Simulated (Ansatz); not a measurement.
# MgSi2C2: the cost of one run

Program: Ansatz 0.2.0. Level of theory: DFT PBE, scalar-relativistic, plane waves, PAW. These are calculated values, not measurements.

## Step 1: The system as given

Symmetry: I4/mmm, No. 139, tetragonal system. The conventional cell has a = 3.841 Å, b = 3.841 Å, c = 9.070 Å, α = 90.00°, β = 90.00°, γ = 90.00°. Around Mg (site symmetry 4/mmm) lie 8 C at 2.91 Å and 8 Si at 2.97 Å. Around Si (site symmetry -4m2) lie 4 C at 2.27 Å and 4 Si at 2.72 Å and 4 Mg at 2.97 Å. C (site symmetry 4mm) has 1 C at 2.10 Å and 4 Si at 2.27 Å and 4 Mg at 2.91 Å as nearest neighbours.

As a file:

```xyz
5
Lattice="-1.9207 1.9207 4.5351 1.9207 -1.9207 4.5351 1.9207 1.9207 -4.5351" Properties=species:S:1:pos:R:3 pbc="T T T"
Mg    0.0000    0.0000    0.0000
Si    0.0000    1.9207    2.2675
Si    1.9207    0.0000    2.2675
C     0.0000    0.0000    3.4847
C     0.0000    0.0000    5.5854
```

Recipe of the guess: species swapped into a database cell of BaAg2As2 (I4/mmm, No. 139), with Mg on the Ba sites, Si on the Ag sites and C on the As sites. Lengths come from tabulated atomic sizes and are only a guess.

## Step 2: A first look at the guess

Contents of input.yaml:

```yaml
crystal:
  lattice:
    - [-1.92070002, 1.92070002, 4.53506382]
    - [1.92070002, -1.92070002, 4.53506382]
    - [1.92070002, 1.92070002, -4.53506382]
  atoms:
    - { symbol: Mg, position: [0.0, 0.0, 0.0] }
    - { symbol: Si, position: [0.75, 0.25, 0.5] }
    - { symbol: Si, position: [0.25, 0.75, 0.5] }
    - { symbol: C, position: [0.38420001, 0.38420001, 0.0] }
    - { symbol: C, position: [0.61579999, 0.61579999, 0.0] }
basis:
  ecutwfc: 420
kpoints:
  mp_grid: { grid: [6, 6, 6] }
hamiltonian:
  xc: pbe
scf:
  occupations: { method: gaussian, width: 0.1 }
  lower_state_search: "off"
output:
  forces: true
  stress: true
  eigenvalues: true
```

Launch:

```bash
> ansatz run input.yaml --threads 1 --pin off --max-ram 2048MiB --backend cpu --events-out ev --progress --plain --runs-dir out
```

**Question.** How long does this run take on 1 thread of Arm Neoverse V2, shared host, and how much memory does it need?

About 2.2 s, with a peak of 0.34 GiB.
